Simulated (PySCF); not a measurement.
# The bond of ZnSe, level by level

One table from this session's results is given with a row withheld; the runs are named, their logs left out.

Method: Zn pcseg-1, Se pcseg-1, no relativity; program: PySCF 2.14.0.

Set-up of the first run:

The job is set up so:

```json
{
 "atoms": "Zn, Se",
 "charge": "0",
 "basis": "Zn pcseg-1, Se pcseg-1",
 "Hamiltonian": "no relativity",
 "basis functions": "58",
 "electrons treated": "64",
 "masses in u": "63.9291, 79.9165",
 "levels": "PBE0, PBE, r²SCAN, r²SCANh, TPSSh, r²SCAN0, HF, MP2, SCS-MP2, CCSD, CCSD(T)",
 "grid": "80 radial by 434 angular points",
 "occupations": "held fixed by the projection of orbital angular momentum",
 "dissociation limit": "Zn + Se, each in its ground configuration",
 "starting distance in angstrom": "2.305",
 "values of 2S to try": "0, 2"
}
```

Command:

```console
OMP_NUM_THREADS=1 python dia.py task.json out
```

Among the steps run: Set-up; The PBE0 curve of the state that the search chose; Excited determinants; PBE (GGA); r²SCAN (meta-GGA); r²SCANh (hybrid meta-GGA); TPSSh (hybrid meta-GGA); r²SCAN0; RHF (mean field); MP2 and coupled cluster.

One of the session's tables, all rows but one given; the rest of the session is left out.

It belongs to the step «Constants by level of theory». 

| level | Re (Å) | ωe (cm⁻¹) | De (eV) |
| --- | --- | --- | --- |
| RHF | 2.226 | 300 | -0.413 |
| RHF-MP2 | 2.173 | 357 | 1.02 |
| RHF-SCS-MP2 | 2.190 | 341 | 0.83 |
| RHF-CCSD | 2.205 | 324 | 0.67 |
| RHF-CCSD(T) | 2.201 | 330 | 0.79 |
| PBE | 2.195 | 326 | 1.20 |
| r²SCAN | ? | ? | ? |
| TPSSh | 2.180 | 334 | 1.22 |
| r²SCANh | 2.166 | 347 | 1.16 |
| PBE0 | 2.184 | 333 | 1.06 |
| r²SCAN0 | 2.165 | 347 | 1.04 |

Estimate the missing values for r²SCAN.

**Answer.** Re (Å): 2.166; ωe (cm⁻¹): 347; De (eV): 1.24.

De is counted to Zn + Se in their ground configurations.
